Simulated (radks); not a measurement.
# Ionisation of Mo: one atom, several choices of exchange strength α

One table from this session's results is given with a row withheld; the runs are named, their logs left out.

Method: scalar-relativistic Kohn-Sham, spin-unpolarised, spherical densities, finite nucleus. Code: radks (a radial shooting solver on a logarithmic mesh, Libxc functionals) version 1.

### Starting point

```
element       : molybdenum (Z = 42)
charge        : 0
electrons     : 42
configuration : [Kr] 4d5 5s1
ion           : Mo⁺, [Kr] 4d5
choices       : α = 0.626; α = 0.64; α = 0.667; α = 0.669; α = 0.672; α = 0.722; α = 0.728; α = 0.899
```

The outer shells:

Mo
```
[Kr] core
4d [↑ ][↑ ][↑ ][↑ ][↑ ]
5s [↑ ]
```

Mo⁺
```
[Kr] core
4d [↑ ][↑ ][↑ ][↑ ][↑ ]
```

Set-up of the first run:

Settings of this run:

```text
Z 42
configuration [Kr] 4d5 5s1
relativity scalar-relativistic
functional xalpha 0.626
spin unpolarised
nucleus finite rms 4.4091 fm
c 137.035999084
```

Among the steps run: α = 0.626: Mo.

One of the session's tables, all rows but one given; the rest of the session is left out.

Sizes of the orbitals, from the radial functions (bohr):

| level | <r> | outermost maximum (interpolated) | 90 % within | nodes |
| --- | --- | --- | --- | --- |
| 2p | 0.1342 | 0.104 | 0.219 | 0 |
| 3s | 0.4304 | 0.385 | 0.636 | 2 |
| 3p | 0.4321 | 0.378 | 0.653 | 1 |
| 3d | 0.4168 | 0.323 | 0.667 | 0 |
| 4s | 1.109 | 0.989 | 1.62 | 3 |
| 4p | ? | ? | ? | ? |
| 5s | 3.678 | 2.97 | 5.60 | 4 |
| 4d | 2.075 | 1.40 | 3.51 | 1 |

Q: Estimate the row for 4p from the others.

**Answer.** <r>: 1.241; outermost maximum (interpolated): 1.07; 90 % within: 1.85; nodes: 2. In the column «<r>» it lies between 4s (1.109) and 4d (2.075).

To keep in mind: Spin polarisation and multiplet splitting are left out, so open shells lie too high by an amount that depends on their filling.
